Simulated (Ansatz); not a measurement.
# C2H8FNSSi2: the cost of one run

Method: RKS PBE/6-31G, in Ansatz 0.2.0.

## Step 1: Starting point

Bond lengths: F1–C2 1.323 Å, C2–Si3 1.885 Å, C2–S4 1.786 Å, C2–N5 1.481 Å, N5–C6 1.264 Å, C6–Si7 1.899 Å, Si3–H8 1.424 Å, Si3–H9 1.504 Å, Si3–H10 1.541 Å, S4–H11 1.308 Å, C6–H12 1.081 Å, Si7–H13 1.482 Å, Si7–H14 1.464 Å, Si7–H15 1.490 Å. Angles (14 of 23 angles, heavy atoms first): F1–C2–Si3 109.1°, F1–C2–S4 108.6°, F1–C2–N5 106.7°, Si3–C2–S4 108.6°, Si3–C2–N5 110.7°, S4–C2–N5 113.1°, C2–N5–C6 115.7°, N5–C6–Si7 120.4°, C2–Si3–H8 114.1°, C2–Si3–H9 113.1°, C2–Si3–H10 111.7°, C2–S4–H11 97.8°, N5–C6–H12 124.1°, Si7–C6–H12 115.4°.

As a file:

```xyz
15

F    -1.6825    0.2320   -0.7734
C    -1.1261   -0.0288    0.3986
Si   -1.6722    1.2775    1.6434
S    -1.6995   -1.6239    0.9605
N     0.3399    0.0226    0.1947
C     0.7508   -0.3810   -0.9307
Si    2.6069   -0.3856   -1.3325
H    -3.0829    1.3538    1.8238
H    -1.2110    2.6636    1.2851
H    -1.0510    1.0369    3.0333
H    -1.5270   -2.2790   -0.1582
H     0.1081   -0.7770   -1.7051
H     3.1086    1.0082   -1.2833
H     3.3250   -1.2662   -0.4095
H     2.7912   -0.9037   -2.7173
```

## Step 2: Relaxing end A

input.yaml reads:

```yaml
crystal:
  periodic: [false, false, false]
  atoms:
    - { symbol: F, position_ang: [-1.6825, 0.232, -0.7734] }
    - { symbol: C, position_ang: [-1.1261, -0.0288, 0.3986] }
    - { symbol: Si, position_ang: [-1.6722, 1.2775, 1.6434] }
    - { symbol: S, position_ang: [-1.6995, -1.6239, 0.9605] }
    - { symbol: "N", position_ang: [0.3399, 0.0226, 0.1947] }
    - { symbol: C, position_ang: [0.7508, -0.381, -0.9307] }
    - { symbol: Si, position_ang: [2.6069, -0.3856, -1.3325] }
    - { symbol: H, position_ang: [-3.0829, 1.3538, 1.8238] }
    - { symbol: H, position_ang: [-1.211, 2.6636, 1.2851] }
    - { symbol: H, position_ang: [-1.051, 1.0369, 3.0333] }
    - { symbol: H, position_ang: [-1.527, -2.279, -0.1582] }
    - { symbol: H, position_ang: [0.1081, -0.777, -1.7051] }
    - { symbol: H, position_ang: [3.1086, 1.0082, -1.2833] }
    - { symbol: H, position_ang: [3.325, -1.2662, -0.4095] }
    - { symbol: H, position_ang: [2.7912, -0.9037, -2.7173] }
basis:
  gaussian: { orbitals: "6-31G" }
hamiltonian:
  xc: pbe
relax:
  f_tol: 0.015
  max_steps: 40
```

The run is started by

```bash
ansatz run input.yaml --threads 1 --pin off --max-ram 2048MiB --backend cpu --events-out ev --progress --plain --runs-dir out
```

Q: Estimate wall time and peak memory on 1 thread of Intel Xeon at 2.70GHz, shared host.

About 3.1 min, with a peak of 0.19 GiB.
